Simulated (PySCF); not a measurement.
# [Bi(OH)2]+: how settings move a single point

Aim: repeat the single point on relaxed [Bi(OH)2]+ with altered settings, some of them bad on purpose. The structure is generated, not taken from experiment.

Program: PySCF 2.14.0. Level of theory: BP86, Bi def2-SVP with ECP60, O def2-SVP, H def2-SVP; scalar-relativistic core potentials, no spin–orbit coupling. These are calculated values, not measurements.

2 further runs of the same task are left out: 2 for a known fault of the program.

### Step 1. The starting structure

5 atoms, charge 1, spin multiplicity 1.

Bond lengths: Bi1–O2 2.052 Å, Bi1–O4 2.052 Å, O2–H3 0.985 Å, O4–H5 0.985 Å. Angles: O2–Bi1–O4 106.1°, Bi1–O2–H3 121.9°, Bi1–O4–H5 121.9°.

Coordinates:

```csv
atom,x (Å),y (Å),z (Å)
Bi1,0.0910,1.2493,-0.1018
O2,0.0016,0.1556,1.6324
H3,-0.0694,-0.8269,1.6250
O4,0.0016,-0.1106,-1.6360
H5,-0.0694,-1.0790,-1.4698
```

Formal oxidation states: Bi +3. An earlier session relaxed this geometry at BP86, Bi def2-SVP with ECP60, O def2-SVP, H def2-SVP (singlet, point group C2v).

The sound run used a (50, 194) grid (finer on f atoms), a threshold of 1e-8 and at most 55 cycles, and ended at -366.055940 Eh.

### Step 2. Altered run 1

run.py (the lines that set the calculation)

```python
mol = gto.M(atom='''
Bi     0.09102     1.24935    -0.10177
O      0.00164     0.15562     1.63236
H     -0.06943    -0.82689     1.62503
O      0.00164    -0.11060    -1.63603
H     -0.06943    -1.07898    -1.46979''',
    basis={'Bi': 'def2-SVP', 'O': 'def2-SVP', 'H': 'def2-SVP'},
    ecp={'Bi': 'def2-SVP'},
    charge=1, spin=0)
mf = dft.RKS(mol, xc='B88,P86')
mf.grids.atom_grid = (50, 194)
mf = mf.density_fit()  # fitting sets: Bi def2-universal-JKFIT, O def2-universal-JKFIT, H def2-universal-JKFIT
mf.conv_tol = 1e-08; mf.max_cycle = 55
mf.kernel(dm0)  # dm0: smeared density
```

The run is started by

```
$ OMP_NUM_THREADS=2 python run.py
```

The log of the run:

```text
init E= -366.005283804471
  HOMO = -0.49622412371148  LUMO = -0.367580064213669  gap/eV = 3.50058
cycle= 1 E= -366.049922774994  delta_E= -0.0446  |g|= 0.143  |ddm|= 0.32
  HOMO = -0.448818024907305  LUMO = -0.368057867806897  gap/eV = 2.19760
cycle= 2 E= -365.960782497714  delta_E= 0.0891  |g|= 0.618  |ddm|= 0.674
  HOMO = -0.483676519570267  LUMO = -0.37152977749021  gap/eV = 3.05167
cycle= 3 E= -366.05574856706  delta_E= -0.095  |g|= 0.0247  |ddm|= 0.497
  HOMO = -0.484741194317949  LUMO = -0.370423322472618  gap/eV = 3.11075
cycle= 4 E= -366.055937600975  delta_E= -0.000189  |g|= 0.00343  |ddm|= 0.0307
  HOMO = -0.484996448712084  LUMO = -0.370707184249326  gap/eV = 3.10997
cycle= 5 E= -366.055937019315  delta_E= 5.82e-07  |g|= 0.00339  |ddm|= 0.00465
  HOMO = -0.485017158653301  LUMO = -0.370720947436041  gap/eV = 3.11016
cycle= 6 E= -366.055939646151  delta_E= -2.63e-06  |g|= 0.000619  |ddm|= 0.00297
  HOMO = -0.48504360444809  LUMO = -0.370712915299041  gap/eV = 3.11110
cycle= 7 E= -366.055939743782  delta_E= -9.76e-08  |g|= 7.24e-05  |ddm|= 0.000573
  HOMO = -0.485052666121406  LUMO = -0.370714776796124  gap/eV = 3.11129
cycle= 8 E= -366.055939745388  delta_E= -1.61e-09  |g|= 1.02e-05  |ddm|= 0.000103
  HOMO = -0.48505102248054  LUMO = -0.370713845968663  gap/eV = 3.11127
Extra cycle  E= -366.055939745396  delta_E= -7.62e-12  |g|= 8.83e-06  |ddm|= 2.66e-05
converged SCF energy = -366.055939745396
```

Run time: 1.1 s. Hardware: 2 threads of Arm Neoverse V2, shared host.

Changed: the starting guess (smeared density). It converges in 8 cycles, at the sound run's energy within 0.001 eV, with a largest force component of 0.01 eV/Å. The result survives the change.

### Step 3. Altered run 2

run.py (the lines that set the calculation)

```python
mol = gto.M(atom='''
Bi     0.10195     1.39928    -0.11398
O      0.00184     0.17430     1.82825
H     -0.07776    -0.92612     1.82004
O      0.00184    -0.12387    -1.83235
H     -0.07776    -1.20846    -1.64617''',
    basis={'Bi': 'def2-SVP', 'O': 'def2-SVP', 'H': 'def2-SVP'},
    ecp={'Bi': 'def2-SVP'},
    charge=1, spin=0)
mf = dft.RKS(mol, xc='B88,P86')
mf.grids.atom_grid = (50, 194)
mf = mf.density_fit()  # fitting sets: Bi def2-universal-JKFIT, O def2-universal-JKFIT, H def2-universal-JKFIT
mf.conv_tol = 1e-08; mf.max_cycle = 55
mf.kernel(dm0)  # dm0: free metal ions and neutral atoms
```

The run is started by

```
$ OMP_NUM_THREADS=2 python run.py
```

The log of the run:

```text
init E= -365.837203329271
  HOMO = -0.579751616157875  LUMO = -0.420842917679362  gap/eV = 4.32413
cycle= 1 E= -365.60477130858  delta_E= 0.232  |g|=  1.3  |ddm|= 1.97
cycle= 2 E= -360.15365881527  delta_E= 5.45  |g|= 3.83  |ddm|= 4.64
  HOMO = -0.471313390133602  LUMO = -0.345778375038051  gap/eV = 3.41598
cycle= 3 E= -365.90177062837  delta_E= -5.75  |g|= 0.491  |ddm|=  4.4
  HOMO = -0.43696931764541  LUMO = -0.399870177226543  gap/eV = 1.00952
cycle= 4 E= -365.754328940766  delta_E= 0.147  |g|= 0.887  |ddm|= 1.61
  HOMO = -0.44502057998833  LUMO = -0.384107699475727  gap/eV = 1.65752
cycle= 5 E= -365.983543289399  delta_E= -0.229  |g|= 0.281  |ddm|= 0.776
  HOMO = -0.444610809242769  LUMO = -0.384044393386645  gap/eV = 1.64810
cycle= 6 E= -365.952991868671  delta_E= 0.0306  |g|= 0.452  |ddm|= 0.457
  HOMO = -0.454322368188304  LUMO = -0.387746689617561  gap/eV = 1.81162
cycle= 7 E= -366.003167522184  delta_E= -0.0502  |g|= 0.0663  |ddm|= 0.34
  HOMO = -0.455371955351431  LUMO = -0.385510903331809  gap/eV = 1.90102
cycle= 8 E= -366.004509013499  delta_E= -0.00134  |g|= 0.0074  |ddm|= 0.0705
  HOMO = -0.455953875137389  LUMO = -0.385608552258969  gap/eV = 1.91419
cycle= 9 E= -366.004524416988  delta_E= -1.54e-05  |g|= 0.00279  |ddm|= 0.0122
  HOMO = -0.455800511917975  LUMO = -0.385628234500565  gap/eV = 1.90948
cycle= 10 E= -366.004526938217  delta_E= -2.52e-06  |g|= 0.000269  |ddm|= 0.00302
  HOMO = -0.455799740808914  LUMO = -0.385638942245304  gap/eV = 1.90917
cycle= 11 E= -366.004526954009  delta_E= -1.58e-08  |g|= 0.000114  |ddm|= 0.000304
  HOMO = -0.455806239576837  LUMO = -0.385638973373734  gap/eV = 1.90935
cycle= 12 E= -366.004526957698  delta_E= -3.69e-09  |g|= 1.07e-05  |ddm|= 0.000114
  HOMO = -0.455804134056649  LUMO = -0.385638755756894  gap/eV = 1.90930
Extra cycle  E= -366.004526956277  delta_E= 1.42e-09  |g|= 7.53e-05  |ddm|= 7.26e-05
converged SCF energy = -366.004526956277
```

Wall time 1.3 s (2 threads of Arm Neoverse V2, shared host).

Changed: the scale of all coordinates (1.12). It converges in 12 cycles, +1.399 eV from the sound run, with a largest force component of 4.04 eV/Å. The setting is unsound, so these numbers aren't the compound's.

### Step 4. Altered run 3

run.py (the lines that set the calculation)

```python
mol = gto.M(atom='''
Bi     0.09102     1.24935    -0.10177
O      0.00164     0.15562     1.63236
H     -0.06943    -0.82689     1.62503
O      0.00164    -0.11060    -1.63603
H     -0.06943    -1.07898    -1.46979''',
    basis={'Bi': 'def2-SVP', 'O': 'def2-SVP', 'H': 'def2-SVP'},
    ecp={'Bi': 'def2-SVP'},
    charge=1, spin=0)
mf = dft.RKS(mol, xc='B88,P86')
mf.grids.atom_grid = (50, 194)
mf = mf.density_fit()  # fitting sets: Bi def2-universal-JKFIT, O def2-universal-JKFIT, H def2-universal-JKFIT
mf.conv_tol = 1e-08; mf.max_cycle = 89
mf.kernel(dm0)  # dm0: core Hamiltonian
```

The run is started by

```
$ OMP_NUM_THREADS=2 python run.py
```

The log of the run:

```text
init E= -351.097182090139
  HOMO = 0.168839977066268  LUMO = 0.195952062915596  gap/eV = 0.73776
cycle= 1 E= -349.526045683501  delta_E= 1.57  |g|= 6.25  |ddm|= 19.3
  HOMO = -1.86802300219091  LUMO = -1.33899341903993  gap/eV = 14.39563
cycle= 2 E= -355.781172374177  delta_E= -6.26  |g|= 5.66  |ddm|= 16.5
  HOMO = -0.744912995558528  LUMO = -0.60462552985766  gap/eV = 3.81742
cycle= 3 E= -365.797111567993  delta_E=  -10  |g|= 0.926  |ddm|=  6.4
  HOMO = -0.566627001604992  LUMO = -0.341598585510937  gap/eV = 6.12334
cycle= 4 E= -365.746107928336  delta_E= 0.051  |g|= 1.13  |ddm|= 2.94
  HOMO = -0.490314427196949  LUMO = -0.372173137765557  gap/eV = 3.21479
cycle= 5 E= -366.052617379015  delta_E= -0.307  |g|= 0.129  |ddm|= 0.93
  HOMO = -0.486517246930774  LUMO = -0.367880812060775  gap/eV = 3.22826
cycle= 6 E= -366.055168158268  delta_E= -0.00255  |g|= 0.0497  |ddm|= 0.117
  HOMO = -0.484304818637722  LUMO = -0.370905071024723  gap/eV = 3.08576
cycle= 7 E= -366.055746722552  delta_E= -0.000579  |g|= 0.0278  |ddm|= 0.0754
  HOMO = -0.484593693486395  LUMO = -0.370868873065195  gap/eV = 3.09461
cycle= 8 E= -366.055768028174  delta_E= -2.13e-05  |g|= 0.0266  |ddm|= 0.0425
  HOMO = -0.485129517120481  LUMO = -0.370622360906903  gap/eV = 3.11590
cycle= 9 E= -366.055938972799  delta_E= -0.000171  |g|= 0.00178  |ddm|= 0.0235
  HOMO = -0.485028583922198  LUMO = -0.370705471364683  gap/eV = 3.11089
cycle= 10 E= -366.055939726427  delta_E= -7.54e-07  |g|= 0.000294  |ddm|= 0.00245
  HOMO = -0.485042625409674  LUMO = -0.370711217542929  gap/eV = 3.11112
cycle= 11 E= -366.055939743068  delta_E= -1.66e-08  |g|= 9.87e-05  |ddm|= 0.000171
  HOMO = -0.485050368824617  LUMO = -0.370713963254676  gap/eV = 3.11125
cycle= 12 E= -366.055939745337  delta_E= -2.27e-09  |g|= 1.72e-05  |ddm|= 6.56e-05
  HOMO = -0.48505616411098  LUMO = -0.370714330889914  gap/eV = 3.11140
Extra cycle  E= -366.055939744433  delta_E= 9.04e-10  |g|= 6.36e-05  |ddm|= 7.02e-05
converged SCF energy = -366.055939744433
```

Run time: 1.4 s. Hardware: 2 threads of Arm Neoverse V2, shared host.

Changed: the starting guess (bare core Hamiltonian); the cycle limit is 89. It converges in 12 cycles, at the sound run's energy within 0.001 eV, with a largest force component of 0.01 eV/Å. The result survives the change.

### Step 5. Altered run 4

Changes to run.py (the lines that set the calculation) since step 4:

```diff
@@ -10,5 +10,5 @@
 mf = dft.RKS(mol, xc='B88,P86')
-mf.grids.atom_grid = (50, 194)
+mf.grids.atom_grid = (40, 110)
 mf = mf.density_fit()  # fitting sets: Bi def2-universal-JKFIT, O def2-universal-JKFIT, H def2-universal-JKFIT
-mf.conv_tol = 1e-08; mf.max_cycle = 89
-mf.kernel(dm0)  # dm0: core Hamiltonian
+mf.conv_tol = 1e-08; mf.max_cycle = 55
+mf.kernel(dm0)  # dm0: free metal ions and neutral atoms
```

The run is started by

```
$ OMP_NUM_THREADS=2 python run.py
```

The log of the run:

```text
init E= -366.116064842823
  HOMO = -0.623883179448815  LUMO = -0.413308637495216  gap/eV = 5.73003
cycle= 1 E= -365.722995892949  delta_E= 0.393  |g|= 1.25  |ddm|= 2.16
  HOMO = -0.227271178973652  LUMO = -0.206643412469633  gap/eV = 0.56131
cycle= 2 E= -362.119959079978  delta_E=  3.6  |g|= 3.53  |ddm|= 3.97
  HOMO = -0.503093259785296  LUMO = -0.336419680590126  gap/eV = 4.53542
cycle= 3 E= -366.001442791152  delta_E= -3.88  |g|= 0.371  |ddm|= 3.68
  HOMO = -0.476440457155247  LUMO = -0.382012260816818  gap/eV = 2.56952
cycle= 4 E= -366.031565531856  delta_E= -0.0301  |g|= 0.28  |ddm|= 0.899
  HOMO = -0.476415743207955  LUMO = -0.369765690408791  gap/eV = 2.90210
cycle= 5 E= -366.039844981438  delta_E= -0.00828  |g|= 0.256  |ddm|= 0.388
  HOMO = -0.481865049046936  LUMO = -0.369785050331302  gap/eV = 3.04985
cycle= 6 E= -366.055295176564  delta_E= -0.0155  |g|= 0.0385  |ddm|= 0.214
  HOMO = -0.48495482883862  LUMO = -0.371103309655215  gap/eV = 3.09806
cycle= 7 E= -366.055644445141  delta_E= -0.000349  |g|= 0.00946  |ddm|= 0.0352
  HOMO = -0.484911728119751  LUMO = -0.370752156268615  gap/eV = 3.10644
cycle= 8 E= -366.055665397122  delta_E= -2.1e-05  |g|= 0.00231  |ddm|= 0.0104
  HOMO = -0.485054734751041  LUMO = -0.37073389739712  gap/eV = 3.11083
cycle= 9 E= -366.055666801413  delta_E= -1.4e-06  |g|= 0.00035  |ddm|= 0.00202
  HOMO = -0.485068375905534  LUMO = -0.370727995016473  gap/eV = 3.11136
cycle= 10 E= -366.055666834216  delta_E= -3.28e-08  |g|= 1.25e-05  |ddm|= 0.000347
  HOMO = -0.485068525635921  LUMO = -0.370728623637891  gap/eV = 3.11135
cycle= 11 E= -366.055666834243  delta_E= -2.72e-11  |g|= 5.52e-06  |ddm|= 1.51e-05
  HOMO = -0.48507007601603  LUMO = -0.370728813315321  gap/eV = 3.11138
Extra cycle  E= -366.055666834141  delta_E= 1.02e-10  |g|= 2.14e-05  |ddm|= 2.21e-05
converged SCF energy = -366.055666834141
```

Wall time 1.1 s (2 threads of Arm Neoverse V2, shared host).

Changed: the integration grid, to (40, 110). It converges in 11 cycles, +0.007 eV from the sound run, with a largest force component of 0.05 eV/Å. The result survives the change.

### Step 6. Altered run 5

Changes to run.py (the lines that set the calculation) since step 5:

```diff
@@ -8,7 +8,7 @@
     ecp={'Bi': 'def2-SVP'},
-    charge=1, spin=0)
+    charge=5, spin=0)
 mf = dft.RKS(mol, xc='B88,P86')
-mf.grids.atom_grid = (40, 110)
+mf.grids.atom_grid = (50, 194)
 mf = mf.density_fit()  # fitting sets: Bi def2-universal-JKFIT, O def2-universal-JKFIT, H def2-universal-JKFIT
-mf.conv_tol = 1e-08; mf.max_cycle = 55
+mf.conv_tol = 1e-08; mf.max_cycle = 82
 mf.kernel(dm0)  # dm0: free metal ions and neutral atoms
```

The run is started by

```
$ OMP_NUM_THREADS=2 python run.py
```

The log of the run:

```text
init E= -341.937135856752
  HOMO = -2.28852842888238  LUMO = -2.2845468916283  gap/eV = 0.10834
cycle= 1 E= -351.072348795935  delta_E= -9.14  |g|= 5.29  |ddm|= 5.44
  HOMO = -1.32638361932599  LUMO = -1.29806096687479  gap/eV = 0.77070
cycle= 2 E= -332.349948897816  delta_E= 18.7  |g|= 5.75  |ddm|= 12.5
  HOMO = -1.95999869056968  LUMO = -1.957841544768  gap/eV = 0.05870
cycle= 3 E= -360.706545650859  delta_E= -28.4  |g|= 1.54  |ddm|= 11.5
  HOMO = -1.68045094144124  LUMO = -1.66316093567451  gap/eV = 0.47049
cycle= 4 E= -361.615060954698  delta_E= -0.909  |g|= 0.511  |ddm|= 4.84
  HOMO = -1.68594033164341  LUMO = -1.65788869984896  gap/eV = 0.76332
cycle= 5 E= -360.569972578519  delta_E= 1.05  |g|= 1.87  |ddm|= 2.56
  HOMO = -1.70216852979077  LUMO = -1.65423885228291  gap/eV = 1.30423
cycle= 6 E= -360.233115586455  delta_E= 0.337  |g|= 2.04  |ddm|= 2.67
  HOMO = -1.68762284625944  LUMO = -1.67613413456211  gap/eV = 0.31262
cycle= 7 E= -361.308562900831  delta_E= -1.08  |g|= 1.35  |ddm|= 2.27
  HOMO = -1.6964136555353  LUMO = -1.67051302434474  gap/eV = 0.70479
cycle= 8 E= -360.655307463799  delta_E= 0.653  |g|= 1.85  |ddm|= 0.765
  HOMO = -1.68356121863169  LUMO = -1.67072341485763  gap/eV = 0.34933
cycle= 9 E= -360.711787658706  delta_E= -0.0565  |g|= 1.87  |ddm|= 0.373
  HOMO = -1.69525838180917  LUMO = -1.66680796374376  gap/eV = 0.77418
cycle= 10 E= -360.232166451628  delta_E= 0.48  |g|= 2.06  |ddm|= 0.525
  HOMO = -1.68655815226815  LUMO = -1.67540557204964  gap/eV = 0.30348
...
cycle= 72 E= -361.685593774563  delta_E= 0.00147  |g|= 0.228  |ddm|= 0.0932
  HOMO = -1.68236715685451  LUMO = -1.67899180024179  gap/eV = 0.09185
cycle= 73 E= -361.68627889645  delta_E= -0.000685  |g|= 0.226  |ddm|= 0.0491
  HOMO = -1.6819960815022  LUMO = -1.67927100939809  gap/eV = 0.07415
cycle= 74 E= -361.686741872245  delta_E= -0.000463  |g|= 0.223  |ddm|= 0.0168
  HOMO = -1.6818371874305  LUMO = -1.67935028490926  gap/eV = 0.06767
cycle= 75 E= -361.68709328996  delta_E= -0.000351  |g|= 0.222  |ddm|= 0.0235
  HOMO = -1.68095883046764  LUMO = -1.67895119640628  gap/eV = 0.05463
cycle= 76 E= -361.68883993422  delta_E= -0.00175  |g|= 0.218  |ddm|= 0.139
  HOMO = -1.6840441516394  LUMO = -1.67550059078749  gap/eV = 0.23248
cycle= 77 E= -361.726652195187  delta_E= -0.0378  |g|= 0.395  |ddm|= 1.96
  HOMO = -1.68185474234433  LUMO = -1.67677712938423  gap/eV = 0.13817
cycle= 78 E= -361.738213911402  delta_E= -0.0116  |g|= 0.322  |ddm|= 0.664
  HOMO = -1.68140343420597  LUMO = -1.65419958666232  gap/eV = 0.74025
cycle= 79 E= -361.593762994838  delta_E= 0.144  |g|= 0.435  |ddm|= 2.74
  HOMO = -1.67955817008137  LUMO = -1.66247102485903  gap/eV = 0.46496
cycle= 80 E= -361.603858694208  delta_E= -0.0101  |g|= 0.396  |ddm|= 0.219
  HOMO = -1.67973329476854  LUMO = -1.66505770886874  gap/eV = 0.39934
cycle= 81 E= -361.607656280499  delta_E= -0.0038  |g|= 0.382  |ddm|= 0.113
  HOMO = -1.67986140814063  LUMO = -1.6663765238957  gap/eV = 0.36694
cycle= 82 E= -361.608647210765  delta_E= -0.000991  |g|= 0.379  |ddm|= 0.057
SCF not converged.
```

It took 4.9 s on 2 threads of Arm Neoverse V2, shared host.

Changed: the charge (by +4); the cycle limit is 82. The SCF doesn't converge.

### Step 7. Side by side

| run | changed | ending | energy change (eV) | cycles | time | usable |
| --- | --- | --- | --- | --- | --- | --- |
| 1 | the starting guess | converged | 0.000 | 8 | 1.1 s | yes |
| 2 | the scale of all coordinates | converged | +1.399 | 12 | 1.3 s | no |
| 3 | the starting guess | converged | 0.000 | 12 | 1.4 s | yes |
| 4 | the integration grid | converged | +0.007 | 11 | 1.1 s | yes |
| 5 | the charge | not converged | – | 82 | 4.9 s | no |

3 of 5 altered runs give a usable result. 1 ended normally with numbers unfit to quote.
